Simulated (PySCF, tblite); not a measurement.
**C₆H₈NPS₂: infrared bands and NMR shifts**

What infrared bands and NMR shifts should C₆H₈NPS₂ (`CSc1cpcc(SC)n1`) show?

Programs: tblite 0.8.0 and PySCF 2.14.0, with density-fitted response routines of our own. Each step states its level of theory. These are calculated values for one molecule in the gas phase, unless marked as measured. Atoms are numbered from 0 throughout.

### Step 1. Starting geometry

18 atoms, charge 0, multiplicity 1; geometry from: GFN2-xTB.

Bonds of the start (Å): C0–S1 1.81, S1–C2 1.76, C2–C3 1.39, C3–P4 1.73, P4–C5 1.73, C5–C6 1.39, C6–S7 1.76, S7–C8 1.81, C6–N9 1.32, N9–C2 1.32, C0–H10 1.08, C0–H11 1.09, C0–H12 1.08, C3–H13 1.08, C5–H14 1.08, C8–H15 1.08, C8–H16 1.09, C8–H17 1.08.

### Step 2. Harmonic vibrations with GFN2-xTB

The job: settings as JSON, then the geometry in Å.

```
{"job": {"kind": "ir", "xc": "GFN2-xTB", "basis": "xTB"}, "charge": 0, "multiplicity": 1}
C     -0.088966    -2.559041     0.201065
S      0.129165    -2.097569    -1.536833
C      0.160337    -0.337529    -1.428363
C      0.317092     0.358949    -2.616405
P      0.372147     2.085967    -2.702025
C      0.184771     2.455626    -1.022348
C      0.043964     1.485047    -0.042932
S     -0.138369     2.051209     1.617582
C     -0.283328     0.484638     2.515022
N      0.030559     0.176061    -0.218496
H      0.752798    -2.186646     0.775372
H     -0.122596    -3.643234     0.229218
H     -1.019431    -2.136787     0.565850
H      0.409241    -0.211547    -3.529779
H      0.176635     3.491503    -0.713894
H     -1.154891    -0.051686     2.154774
H     -0.395508     0.739872     3.563660
H      0.617620    -0.098513     2.356883
```

**Question.** This job is followed by: GIAO PBE0/pcSseg-1 NMR shielding, non-relativistic, gas phase. Predict these results of the whole session: strongest single infrared mode (GFN2-xTB); zero-point energy (GFN2-xTB); ¹³C shifts against TMS (PBE0/pcSseg-1, means over atoms taken as alike); ¹H shifts against TMS (PBE0/pcSseg-1, means over atoms taken as alike); ³³S shifts against CS2 (PBE0/pcSseg-1, means over atoms taken as alike); ³¹P shifts against H3PO4 (PBE0/pcSseg-1); ¹⁵N shifts against NH3 (PBE0/pcSseg-1).

As calculated:

| quantity | value |
| --- | --- |
| strongest single infrared mode (GFN2-xTB) | 1288 cm⁻¹, 223 km/mol |
| zero-point energy (GFN2-xTB) | 78.7 kcal/mol |
| ¹³C shifts against TMS (PBE0/pcSseg-1, means over atoms taken as alike) | 171.2, 142.7, 20.2 ppm |
| ¹H shifts against TMS (PBE0/pcSseg-1, means over atoms taken as alike) | 8.19, 2.54 ppm |
| ³³S shifts against CS2 (PBE0/pcSseg-1, means over atoms taken as alike) | 74 ppm |
| ³¹P shifts against H3PO4 (PBE0/pcSseg-1) | 256.9 ppm |
| ¹⁵N shifts against NH3 (PBE0/pcSseg-1) | 315.0 ppm |

**Reading.** All 48 modes are real, so the xTB geometry is a minimum. The strongest single mode, at 1288 cm⁻¹, is spread over several atoms, C5, C3, C6, C2 among them. Unscaled tight-binding wavenumbers are off by several per cent, some by more. Its intensities can rank the bands wrongly. At PBE0/pcSseg-1: Shielding is most anisotropic at P4 (span 804 ppm, paramagnetic term -904 ppm). NICS(1)zz of -18 ppm above the planar ring from C2 marks a diatropic (aromatic) ring current.
